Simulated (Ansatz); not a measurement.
# TiPd: the cost of one run

Computed with Ansatz 0.2.0 (DFT PBEsol, scalar-relativistic, plane waves, PAW, unless a step's input says otherwise).

## Step 1: The system as given

The structure is cubic, space group Pm-3m (No. 221). The conventional cell has a = 3.180 Å, b = 3.180 Å, c = 3.180 Å, α = 90.00°, β = 90.00°, γ = 90.00°. Around Ti (site symmetry m-3m) lie 8 Pd at 2.75 Å. Pd (site symmetry m-3m) is surrounded by 8 Ti at 2.75 Å.

Structure file:

```
CELL_PARAMETERS angstrom
3.18000 0.00000 0.00000
0.00000 3.18000 0.00000
0.00000 0.00000 3.18000
ATOMIC_POSITIONS crystal
Ti 0.50000 0.50000 0.50000
Pd 0.00000 0.00000 0.00000
```

The cell is taken as given, not relaxed at this level.

## Step 2: Zero of energy

Reference values: F = -9381.4922 eV; pressure -6.92 GPa; largest force 0.000 eV/Å; gap on the mesh none (metal). It was computed beforehand with the settings of the runs below.

## Step 3: The scan: biaxial against axial strain

The cell is strained by p along both x and y and by q along z, with fractional coordinates fixed.

## Step 4: p = -0.030, q = -0.030

input.yaml

```yaml
crystal:
  lattice:
    - [3.0846, 0.0, 0.0]
    - [0.0, 3.0846, 0.0]
    - [0.0, 0.0, 3.0846]
  atoms:
    - { symbol: Ti, position: [0.5, 0.5, 0.5] }
    - { symbol: Pd, position: [0.0, 0.0, 0.0] }
basis:
  ecutwfc: 420
kpoints:
  mp_grid: { grid: [16, 16, 16] }
hamiltonian:
  xc: pbesol
scf:
  occupations: { method: gaussian, width: 0.15 }
output:
  forces: true
  stress: true
  eigenvalues: true
```

The run is started by

```sh
ansatz run input.yaml --threads 1 --pin off --max-ram 2560MiB --backend cpu --events-out ev --progress --plain --runs-dir out
```

Q: Estimate wall time and peak memory on 1 thread of Arm Neoverse V1, shared host.

About 5.2 s, with a peak of 0.36 GiB.
